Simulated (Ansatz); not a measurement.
# P: an axial (c/a) deformation path

The task here is to estimate one member of a computed series from the others.

Program: Ansatz 0.2.0. Level of theory: DFT PBEsol, scalar-relativistic, plane waves, PAW. These are calculated values, not measurements.

**The system as given**

The structure is trigonal, space group R-3m (No. 166). Conventional cell: a = 3.451 Å, b = 3.451 Å, c = 9.389 Å, α = 90.00°, β = 90.00°, γ = 120.00°. Around P (site symmetry 3m) lie 3 P at 2.29 Å.

Coordinates:

```xyz
2
Lattice="1.7257 0.9963 3.1297 -1.7257 0.9963 3.1297 0.0000 -1.9927 3.1297" Properties=species:S:1:pos:R:3 pbc="T T T"
P     0.0000    0.0000    2.1321
P     0.0000    0.0000    7.2570
```

It goes back to an entry of the Materials Project, which need not be the stable form.

The cell is taken as given, not relaxed at this level.

Set-up of the first run:

At fixed volume and fractional coordinates, lengths along (0.000, 0.000, 1.000) are scaled against those across it; ρ is that ratio over its starting value.

input.yaml reads:

```yaml
crystal:
  lattice:
    - [1.8217914528, 1.0518117857, 2.8083154336]
    - [-1.8217914528, 1.0518117857, 2.8083154336]
    - [0.0, -2.1036235713, 2.8083154336]
  atoms:
    - { symbol: P, position: [0.22708025, 0.22708025, 0.22708025] }
    - { symbol: P, position: [0.77291975, 0.77291975, 0.77291975] }
basis:
  ecutwfc: 420
kpoints:
  mp_grid: { grid: [18, 18, 18] }
hamiltonian:
  xc: pbesol
scf:
  occupations: { method: gaussian, width: 0.15 }
output:
  forces: true
  stress: true
  eigenvalues: true
```

Steps of the session up to this table: At ρ = 0.850; ρ = 1.200; Point ρ = 0.920; ρ = 1.100; At ρ = 0.960; ρ = 1.050.

One table of the session follows, with a row left open; its other results are not shown here.

It belongs to the step «The scan collected». Collected from the runs (energy zero: the undisturbed cell):

```
    ρ  ΔE (meV/atom)  pressure (GPa)
0.850           65.4            -5.6
0.920           11.7            -3.7
0.960              ?               ?
1.000            0.0            -1.7
1.050            8.8            -0.7
1.100           23.1             0.3
1.200           66.7             1.5
```

Q: Estimate the row for ρ = 0.960 from the others.

Worked estimate for «ΔE (meV/atom)». A straight line through the neighbours (0.920, 11.7) and (1.000, 0.0) gives 11.7 + (0.0 − 11.7) × (0.960 − 0.920) / (1.000 − 0.920) = 5.9; a parabola fitted to 4 rows on both sides gives 0.0.

**Answer.** ΔE (meV/atom): 0.1; pressure (GPa): -2.6. In «ΔE (meV/atom)» the line misses by +5.8 and the parabola by -0.1.
